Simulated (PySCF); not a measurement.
**UTPSSh/def2-SVP run of SiNH5Se+ (SMILES [NH2+][SiH2][SeH])**

What is the vertical doublet–quartet gap of SiNH5Se+ at UTPSSh/def2-SVP? 

The results are computed with PySCF 2.14.0.

## Step 1: Starting point

The species is SiNH5Se+ (8 atoms), meant as a doublet with charge +1. SMILES: `[NH2+][SiH2][SeH]`. Geometry: a GFN2-xTB relaxation, a rough one for these elements and not checked as a minimum. This is one conformer, not always the lowest.

Bond lengths: N1–Si2 1.690 Å, Si2–Se3 2.602 Å, N1–H4 1.011 Å, N1–H5 1.011 Å, Si2–H6 1.452 Å, Si2–H7 1.452 Å, Se3–H8 1.450 Å. Angles: N1–Si2–Se3 104.4°, N1–Si2–H6 112.8°, N1–Si2–H7 114.7°, Se3–Si2–H6 97.4°, Se3–Si2–H7 96.1°, Si2–N1–H4 124.2°, Si2–N1–H5 124.3°, Si2–Se3–H8 97.0°, H6–Si2–H7 125.1°, H4–N1–H5 111.0°.

## Step 2: The energy at UTPSSh/def2-SVP

run.py reads:

```python
from pyscf import gto, dft

system = gto.M(
    atom='''
N   -0.876260   0.357030  -0.792440
Si   0.560870   0.643760   0.049190
Se   1.145560  -1.649270   1.132110
H   -0.918800   0.017130  -1.744090
H   -1.793540   0.624830  -0.462260
H    0.353190   1.385190   1.280410
H    1.745760   0.728080  -0.785180
H   -0.216790  -2.106740   1.322270
''',
    charge=1,
    spin=1,
    max_memory=1860,
    verbose=3,
    basis='def2-svp',
)

mf = dft.UKS(system, xc='tpssh')
mf.conv_tol = 1e-10
mf.grids.level = 2
mf.kernel()
if not mf.converged:
    mf = mf.newton().run(mf.mo_coeff, mf.mo_occ)

etot = mf.e_tot
print('Final energy', etot)
```

Run with:

```
$ OMP_NUM_THREADS=1 python run.py
```

What it wrote:

```text
converged SCF energy = -2748.06412349724  <S^2> = 0.75349722  2S+1 = 2.0034942
Final energy -2748.0641234972422
```

It took 50 s on 1 thread of Arm Neoverse V1, shared host; peak memory 0.44 GiB.

## Step 3: The quartet

job.py reads:

```python
from pyscf import gto, dft

system = gto.M(
    atom='''
N       -0.876260       0.357030      -0.792440
Si       0.560870       0.643760       0.049190
Se       1.145560      -1.649270       1.132110
H       -0.918800       0.017130      -1.744090
H       -1.793540       0.624830      -0.462260
H        0.353190       1.385190       1.280410
H        1.745760       0.728080      -0.785180
H       -0.216790      -2.106740       1.322270
''',
    basis='def2-svp',
    max_memory=1860,
    charge=1,
    verbose=3,
    spin=3,
)

mf = dft.UKS(system, xc='tpssh')
mf.conv_tol = 1e-10
mf.grids.level = 2
mf.kernel()
if not mf.converged:
    mf = mf.newton().run(mf.mo_coeff, mf.mo_occ)

e_tot = mf.e_tot
print('E(%s) = %.9f' % ('TPSSH', e_tot))
```

Run with:

```
$ OMP_NUM_THREADS=1 python job.py
```

What it wrote:

```text
WARN: HOMO -0.0559801411115064 >= LUMO -0.290053947649748

WARN: HOMO -0.286101415463614 >= LUMO -0.48277206062218

WARN: HOMO -0.279837543685216 >= LUMO -0.428976327451828

WARN: HOMO -0.25569474287907 >= LUMO -0.41436039065412

WARN: HOMO -0.260679402942994 >= LUMO -0.415477979160451

WARN: HOMO -0.262074504579191 >= LUMO -0.41054934899105

WARN: HOMO -0.262377766524336 >= LUMO -0.411579891801204

WARN: HOMO -0.262402664905152 >= LUMO -0.411467277800932

WARN: HOMO -0.262373096245426 >= LUMO -0.411447386317405

WARN: HOMO -0.262351965615932 >= LUMO -0.411445207759515

WARN: HOMO -0.262350761330247 >= LUMO -0.411457114402225

WARN: HOMO -0.262358657710485 >= LUMO -0.411466691346818

WARN: HOMO -0.262353466521159 >= LUMO -0.411464985652434

WARN: HOMO -0.262353777831448 >= LUMO -0.411466668488524

WARN: HOMO -0.262354016440862 >= LUMO -0.411467245688856

WARN: HOMO -0.262353725783873 >= LUMO -0.41146679061391

converged SCF energy = -2747.87846121217  <S^2> = 3.7585889  2S+1 = 4.0042921
E(TPSSH) = -2747.878461212
```

Run time: 56 s. Hardware: 1 thread of Arm Neoverse V1, shared host; peak memory 0.44 GiB.

## Step 4: Summary of results

Level: UTPSSh/def2-SVP.

| quantity | value |
| --- | --- |
| doublet: total energy | -2748.06412 Eh |
| doublet: HOMO energy (highest over α and β) | -12.05 eV |
| doublet: LUMO energy (lowest over α and β) | -10.85 eV |
| doublet: ⟨S²⟩ | 0.753 |
| quartet: total energy | -2747.87846 Eh |
| quartet: HOMO energy (highest over α and β) | -7.14 eV |
| quartet: ⟨S²⟩ | 3.759 |
| vertical energy of the quartet above the doublet | 5.052 eV |

In words: At this shape the quartet lies 5.05 eV (487 kJ/mol) above the doublet. Mulliken charges (doublet) run from -0.34 on N1 to +0.54 on Si2.
